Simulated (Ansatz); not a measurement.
# C2H7FSeSi: the cost of one run

The runs use Ansatz 0.2.0, Gaussian basis; the settings change from run to run.

## Step 1: The geometry

An earlier PBE0-D4 in a triple-zeta def2 set relaxation fixed the geometry.

SMILES `C[Si](C)(F)[SeH]`, 12 atoms, charge 0, spin multiplicity 1.

Atoms are counted from 1 here; the program's logs count them from 0.

Bond lengths: C1–Si2 1.854 Å, C1–H6 1.093 Å, C1–H7 1.094 Å, C1–H8 1.091 Å, Si2–C3 1.854 Å, Si2–F4 1.605 Å, Si2–Se5 2.288 Å, C3–H9 1.094 Å, C3–H10 1.091 Å, C3–H11 1.093 Å, Se5–H12 1.469 Å. Angles: Si2–C1–H6 110.6°, Si2–C1–H7 110.6°, Si2–C1–H8 110.6°, H6–C1–H7 108.1°, H6–C1–H8 108.1°, H7–C1–H8 108.7°, C1–Si2–C3 112.7°, C1–Si2–F4 108.4°, C1–Si2–Se5 111.8°, C3–Si2–F4 108.5°, C3–Si2–Se5 111.8°, F4–Si2–Se5 103.0°, Si2–C3–H9 110.6°, Si2–C3–H10 110.6°, Si2–C3–H11 110.6°, H9–C3–H10 108.7°, H9–C3–H11 108.1°, H10–C3–H11 108.1° and more.

## Step 2: PBE0/def2-TZVP

Set apart from the defaults: D3(BJ) dispersion, high accuracy.

Input file in.yaml:

```yaml
crystal:
  periodic: [false, false, false]
  atoms:
    - {symbol: C, position_ang: [-1.492718, -0.620558, -0.235836]}
    - {symbol: Si, position_ang: [0.100522, 0.282761, -0.522663]}
    - {symbol: C, position_ang: [1.523657, -0.465438, 0.400181]}
    - {symbol: F, position_ang: [0.432439, 0.239480, -2.091879]}
    - {symbol: Se, position_ang: [-0.102522, 2.521997, -0.099787]}
    - {symbol: H, position_ang: [-1.784698, -0.560867, 0.815807]}
    - {symbol: H, position_ang: [-1.388930, -1.676595, -0.501185]}
    - {symbol: H, position_ang: [-2.294516, -0.186287, -0.835746]}
    - {symbol: H, position_ang: [1.639934, -1.520635, 0.136675]}
    - {symbol: H, position_ang: [2.452250, 0.058076, 0.165742]}
    - {symbol: H, position_ang: [1.359515, -0.400302, 1.478888]}
    - {symbol: H, position_ang: [-0.367833, 2.273268, 1.323804]}
basis:
  gaussian: {orbitals: def2-TZVP}
hamiltonian: {xc: {name: PBE0}, dispersion: d3bj}
accuracy: high
output: {forces: true}
```

Started as:

```console
$ ansatz run in.yaml --threads 2 --pin off --events-out ev --progress --plain --max-ram 32768MiB --backend cpu
```

**Question.** How long does this run take on 2 threads of AMD EPYC 7R13, shared host, and how much memory does it need?

About 27 s, with a peak of 1.5 GiB.
